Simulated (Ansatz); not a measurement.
# B3Sb2P: the cost of one run

Method: DFT PBE, scalar-relativistic, plane waves, PAW, in Ansatz 0.2.0.

## 1. The structure to begin with

It takes space group P-6m2 (No. 187, hexagonal). The conventional cell has a = 4.066 Å, b = 4.066 Å, c = 7.987 Å, α = 90.00°, β = 90.00°, γ = 120.00°. Around B (site symmetry -6m2) lie 3 B at 2.35 Å and 6 Sb at 3.09 Å. B (site symmetry -6m2) has 3 P at 2.35 Å and 6 Sb at 3.07 Å in its first shell of neighbours. Sb (site symmetry 3m) has 9 B at 3.07 to 3.09 Å and 3 P at 3.07 Å in its first shell of neighbours. P (site symmetry -6m2) is surrounded by 3 B at 2.35 Å and 6 Sb at 3.07 Å.

Coordinates:

```
CELL_PARAMETERS angstrom
4.06592 0.00000 0.00000
-2.03296 3.52119 0.00000
0.00000 0.00000 7.98673
ATOMIC_POSITIONS crystal
B 0.66667 0.33333 0.50000
B 0.00000 0.00000 0.00000
B 0.00000 0.00000 0.50000
Sb 0.33333 0.66667 0.24782
Sb 0.33333 0.66667 0.75218
P 0.66667 0.33333 0.00000
```

The cell is invented: species swapped into a database cell of Gd2CoNi3 (P-6m2, No. 187), with Sb on the Gd sites, P on the Co sites and B on the Ni sites. Its size is a rough estimate.

## 2. The guess as it stands, on a coarse mesh

input.yaml reads:

```yaml
crystal:
  lattice:
    - [4.06591903, 0.0, 0.0]
    - [-2.03295951, 3.52118917, 0.0]
    - [0.0, 0.0, 7.9867272]
  atoms:
    - { symbol: B, position: [0.66666667, 0.33333333, 0.5] }
    - { symbol: B, position: [0.0, 0.0, 0.0] }
    - { symbol: B, position: [0.0, 0.0, 0.5] }
    - { symbol: Sb, position: [0.33333333, 0.66666667, 0.247815] }
    - { symbol: Sb, position: [0.33333333, 0.66666667, 0.752185] }
    - { symbol: P, position: [0.66666667, 0.33333333, 0.0] }
basis:
  ecutwfc: 420
kpoints:
  mp_grid: { grid: [6, 6, 2] }
hamiltonian:
  xc: pbe
scf:
  occupations: { method: gaussian, width: 0.1 }
  lower_state_search: "off"
output:
  forces: true
  stress: true
  eigenvalues: true
```

Command:

```sh
ansatz run input.yaml --threads 1 --pin off --max-ram 2560MiB --backend cpu --events-out ev --progress --plain --runs-dir out
```

Q: Estimate wall time and peak memory on 1 thread of Intel Xeon at 2.50GHz (Skylake/Cascade Lake), shared host.

About 8.6 s, with a peak of 0.35 GiB.
